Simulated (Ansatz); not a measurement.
# WC: the cost of one run

Method: DFT r2SCAN, plane waves, PAW, scalar-relativistic, no spin polarisation, in Ansatz 0.2.0.

### 1 The starting structure

The cell holds 16 atoms (C8W8): a = 5.991 Å, b = 5.189 Å, c = 5.845 Å, α = 90.00°, β = 90.00°, γ = 90.00°.

Coordinates:

```xyz
16
Lattice="-2.9957 -5.1887 0.0000 4.4935 -2.5943 0.0000 0.0000 0.0000 5.8448" Properties=species:S:1:pos:R:3 pbc="T T T"
W     0.0000   -5.1887    0.0000
C     1.4978   -4.3239    1.4612
W     0.0000   -5.1887    2.9224
C     1.4978   -4.3239    4.3836
W    -1.4978   -2.5943    0.0000
C     0.0000   -1.7296    1.4612
W    -1.4978   -2.5943    2.9224
C     0.0000   -1.7296    4.3836
W     1.4978   -2.5943    0.0000
C     2.9957   -1.7296    1.4612
W     1.4978   -2.5943    2.9224
C     2.9957   -1.7296    4.3836
W     0.0000    0.0000    0.0000
C    -1.4978   -4.3239    1.4612
W     0.0000    0.0000    2.9224
C    -1.4978   -4.3239    4.3836
```

### 2 Run 1

110 steps of 0.75 fs under a Langevin thermostat at 2800 K.

File input.yaml:

```yaml
crystal:
  lattice:
    - [-2.995677, -5.188665, 0.0]
    - [4.493515, -2.594332, 0.0]
    - [0.0, 0.0, 5.84477]
  atoms:
    - { symbol: W, position: [0.75, 0.5, 0.0] }
    - { symbol: C, position: [0.5, 0.6666667, 0.25] }
    - { symbol: W, position: [0.75, 0.5, 0.5] }
    - { symbol: C, position: [0.5, 0.6666667, 0.75] }
    - { symbol: W, position: [0.5, 0.0, 0.0] }
    - { symbol: C, position: [0.25, 0.1666667, 0.25] }
    - { symbol: W, position: [0.5, 0.0, 0.5] }
    - { symbol: C, position: [0.25, 0.1666667, 0.75] }
    - { symbol: W, position: [0.25, 0.5, 0.0] }
    - { symbol: C, position: [0.0, 0.6666667, 0.25] }
    - { symbol: W, position: [0.25, 0.5, 0.5] }
    - { symbol: C, position: [0.0, 0.6666667, 0.75] }
    - { symbol: W, position: [0.0, 0.0, 0.0] }
    - { symbol: C, position: [0.75, 0.1666667, 0.25] }
    - { symbol: W, position: [0.0, 0.0, 0.5] }
    - { symbol: C, position: [0.75, 0.1666667, 0.75] }
basis:
  ecutwfc: 500.0
kpoints:
  mp_grid: { grid: [2, 2, 2] }
hamiltonian:
  xc: r2scan
  pseudopotentials: { kind: paw, azcp: { folder: soft_1 } }
scf:
  occupations: { method: fermi_dirac, width: 0.24 }
  lower_state_search: "off"
md:
  timestep: 0.75
  n_steps: 110
  ensemble: nvt_langevin
  temperature: 2800.0
  initial_velocities: maxwell_boltzmann
  seed: 835956
  friction: 0.02
```

On the command line:

```bash
$ ansatz run input.yaml --threads 2 --pin off --max-ram 5120MiB --backend cpu --events-out ev --progress --plain --runs-dir out
```

What time and memory should one allow on 2 threads of Arm Neoverse V1, shared host?

About 24 min, with a peak of 0.99 GiB.
